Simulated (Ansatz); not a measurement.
# GeH2O2: up Jacob's ladder to CCSD(T)

An exercise on one series of results from a longer session: the logs are not shown, and one member is left open.

Method: functionals in def2-TZVPP, the program's frozen cores in correlated methods; program: Ansatz 0.2.0, Gaussian basis.

Levels to be run: LDA (SPW92), PBE-D4, revPBE-D4, BLYP-D4, r2SCAN-D4, B97M-V, PBE0-D4, B3LYP-D4, r2SCANh-D4, r2SCAN0-D4, HSE06-D4, BHLYP-D4, CAM-B3LYP-D4, LC-ωPBE, ωB97X-V, ωB97M-V, B2PLYP, PBE-QIDH; CCSD(T)/def2-SVP; CCSD(T)/def2-TZVPP; MP2/def2-QZVPP; extrapolation to the limit; RPA on PBE.

## The relaxed structure

All runs share one geometry, relaxed beforehand with PBE0-D4 in a triple-zeta def2 set.

SMILES `[OH][Ge][OH]`, 5 atoms, charge 0, spin multiplicity 1.

Atoms are counted from 1 here; the program's logs count them from 0.

Bond lengths: O1–Ge2 1.790 Å, O1–H4 0.961 Å, Ge2–O3 1.790 Å, O3–H5 0.961 Å. Angles: Ge2–O1–H4 118.8°, O1–Ge2–O3 102.4°, Ge2–O3–H5 118.8°.

As a file:

```csv
atom,x (Å),y (Å),z (Å)
O1,-1.3410,-0.0995,-0.3774
Ge2,-0.3164,-0.8958,0.8553
O3,1.2819,-0.1423,0.5702
H4,-0.9409,0.5508,-0.9615
H5,1.3664,0.5132,-0.1279
```

Set-up of the first run:

Input file in.yaml:

```yaml
crystal:
  periodic: [false, false, false]
  atoms:
    - {symbol: O, position_ang: [-1.341020, -0.099502, -0.377435]}
    - {symbol: Ge, position_ang: [-0.316413, -0.895774, 0.855294]}
    - {symbol: O, position_ang: [1.281876, -0.142306, 0.570231]}
    - {symbol: H, position_ang: [-0.940946, 0.550828, -0.961511]}
    - {symbol: H, position_ang: [1.366402, 0.513153, -0.127881]}
basis:
  gaussian: {orbitals: def2-TZVPP}
hamiltonian: {xc: lda}
output: {orbitals: {seedname: orbitals}}
```

Among the steps run: LDA; PBE-D4 (GGA); revPBE-D4 (GGA); BLYP-D4 (GGA); r2SCAN-D4 (meta-GGA); B97M-V (meta-GGA); PBE0-D4 (hybrid); B3LYP-D4 (hybrid); r2SCANh-D4 (hybrid); r2SCAN0-D4 (hybrid); HSE06-D4 (hybrid); BHLYP-D4 (hybrid); CAM-B3LYP-D4 (range-separated); LC-ωPBE-D4 (range-separated; the results give it without D4); ωB97X-V (range-separated); ωB97M-V (range-separated); B2PLYP (double hybrid); PBE-QIDH (double hybrid).

One table of the session follows, with a row left open; its other results are not shown here.

It belongs to the step «Frontier levels by functional». 

```
  functional  HOMO (eV)  LUMO (eV)  gap (eV)
 LDA (SPW92)      -6.96      -2.53      4.43
      PBE-D4      -6.76      -2.30      4.47
   revPBE-D4      -6.69      -2.21      4.48
     BLYP-D4      -6.69      -2.22      4.46
   r2SCAN-D4      -7.05      -2.24      4.81
      B97M-V      -6.98      -2.15      4.83
     PBE0-D4          ?          ?         ?
    B3LYP-D4      -7.77      -1.77      6.00
  r2SCANh-D4      -7.48      -1.94      5.54
  r2SCAN0-D4      -8.11      -1.50      6.61
    HSE06-D4      -7.51      -1.91      5.60
    BHLYP-D4      -8.98      -0.71      8.27
CAM-B3LYP-D4      -9.30      -0.50      8.80
     LC-ωPBE     -10.55       0.66     11.22
     ωB97X-V     -10.22       0.57     10.79
     ωB97M-V     -10.15       0.47     10.62
```

Q: Estimate the row for PBE0-D4 from the others.

As computed: HOMO (eV): -7.91; LUMO (eV): -1.53; gap (eV): 6.38. In the column «HOMO (eV)» it lies between r2SCAN0-D4 (-8.11) and B3LYP-D4 (-7.77).
